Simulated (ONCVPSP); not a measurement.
**Pseudopotential generation for Er: ONCV, PBE**

Do these settings give a usable potential? It is generated, then checked for transferability, scattering, ghosts and hardness.

Program: ONCVPSP 4.0.1. Reference atom: PBE, scalar-relativistic, spherical and spin-unpolarised. All values are calculated.

### 1 The atom and the settings

Typed settings, in words:

* element: erbium (Er, Z = 68)
* type: optimised norm-conserving Vanderbilt (ONCV)
* frozen core: [Kr] 4d10
* valence charge: 22
* reference configuration: 4f12 5s2 5p6 6s1.75 (charge +0.25)
* partial waves: 5s+6s: rc 2.05 bohr, ncon 4, nbas 7, qcut 5.8 1/bohr, 2 projectors; 5p: rc 2.00 bohr, ncon 5, nbas 9, qcut 7.4 1/bohr, 3 projectors, debl 3.4 Ha; d scattering state at 0.08 Ha: rc 2.00 bohr, ncon 5, nbas 9, qcut 4.7 1/bohr, 2 projectors, debl 2.3 Ha; 4f: rc 0.65 bohr, ncon 4, nbas 8, qcut 18 1/bohr, 2 projectors, debl 0.9 Ha
* local potential: polynomial inside 0.50 bohr (lpopt 2, dvloc0 0 Ha)
* core correction: Teter function fitted to the true core (icmod 2), fcfact 0.55

An earlier all-electron run gives the scale for the radii.

All-electron outer shells of the reference configuration (PBE, scalar-relativistic, ld1.x):

```
shell  level (eV)  outermost node (bohr)  outermost maximum (bohr)
   5s      -53.40                   0.60                      1.11
   5p      -27.92                   0.65                      1.28
   6s       -5.07                   1.52                      3.30
   4f       -4.66                      –                      0.51
   5d       -2.23                   0.73                      2.08
   6p       -2.14                   1.86                      4.51
```

### 2 The generation run

The input, Er.dat:

```
# ATOM AND REFERENCE CONFIGURATION
# atsym  z   nc   nv     iexc    psfile
  Er 68.00    9    4        4      upf
#
#   n    l    f
    1    0    2.00
    2    0    2.00
    2    1    6.00
    3    0    2.00
    3    1    6.00
    3    2   10.00
    4    0    2.00
    4    1    6.00
    4    2   10.00
    4    3   12.00
    5    0    2.00
    5    1    6.00
    6    0    1.75
#
# PSEUDOPOTENTIAL AND OPTIMIZATION
# lmax
    3
#
#   l,   rc,      ep,       ncon, nbas, qcut
    0    2.05    0.00    4    7    5.80
    1    2.00    0.00    5    9    7.40
    2    2.00    0.08    5    9    4.70
    3    0.65    0.00    4    8   18.00
#
# LOCAL POTENTIAL
# lloc, lpopt,  rc(5),   dvloc0
    4    2    0.50    0.00
#
# VANDERBILT-KLEINMAN-BYLANDER PROJECTORs
# l, nproj, debl
    0    2    3.80
    1    3    3.40
    2    2    2.30
    3    2    0.90
#
# MODEL CORE CHARGE
# icmod, fcfact, rcfact
    2    0.55    1.05
#
# LOG DERIVATIVE ANALYSIS
# epsh1, epsh2, depsh
   -3.00    5.00    0.02
#
# OUTPUT GRID
# rlmax, drl
    6.00    0.01
#
# TEST CONFIGURATIONS
# ncnf
    4
# nvcnf
#   n    l    f
    4
    4    3   12.00
    5    0    2.00
    5    1    6.00
    6    0    2.00
#
    4
    4    3   12.00
    5    0    2.00
    5    1    6.00
    6    0    1.00
#
    4
    4    3   12.00
    5    0    2.00
    5    1    6.00
    6    0    0.00
#
    5
    4    3   11.00
    5    0    2.00
    5    1    6.00
    6    0    1.00
    5    2    1.00
#
```

Run with:

```sh
$ oncvpsp.x < Er.dat > Er.out
```

Q: Predict the outcome of this session. Wanted: cutoffs for 1 and 0.1 mHa per electron, occupied waves; bound ghosts; GHOST(+) flags; largest miss of a reference level; largest phase difference near zero energy, channels read; rms error of d²Exc/dn², without and with the model core; projector energies reset by the program.

**Answer**, as computed:

| quantity | value |
| --- | --- |
| cutoffs for 1 and 0.1 mHa per electron, occupied waves | 629 Ha and 876 Ha |
| bound ghosts | s at -587.88 eV, p at -78.99 eV |
| GHOST(+) flags | s at 144 eV, d at 68 eV, f at 6349 eV, f at 10691 eV |
| largest miss of a reference level | 17 meV (4f) |
| largest phase difference near zero energy, channels read | 0.000 rad |
| rms error of d²Exc/dn², without and with the model core | 5.70 and 1.79 mHa |
| projector energies reset by the program | d: 0.050, 2.350 Ha |

What this shows: A bound ghost (s, p) makes it unfit for use: electrons can fall into a state that the atom doesn't have. It counts as very hard, with 629 Ha needed at the looser tolerance. At the looser tolerance the 4f wave is the slowest; 5p needs 18 Ha. Near zero energy the phases of the channels with partial waves agree within 0.001 rad. The pseudo curves have a pole with no partner nearby in the atom's: p at -2.90 Ha. The program also flags highly localised states, GHOST(+) (s, d, f).
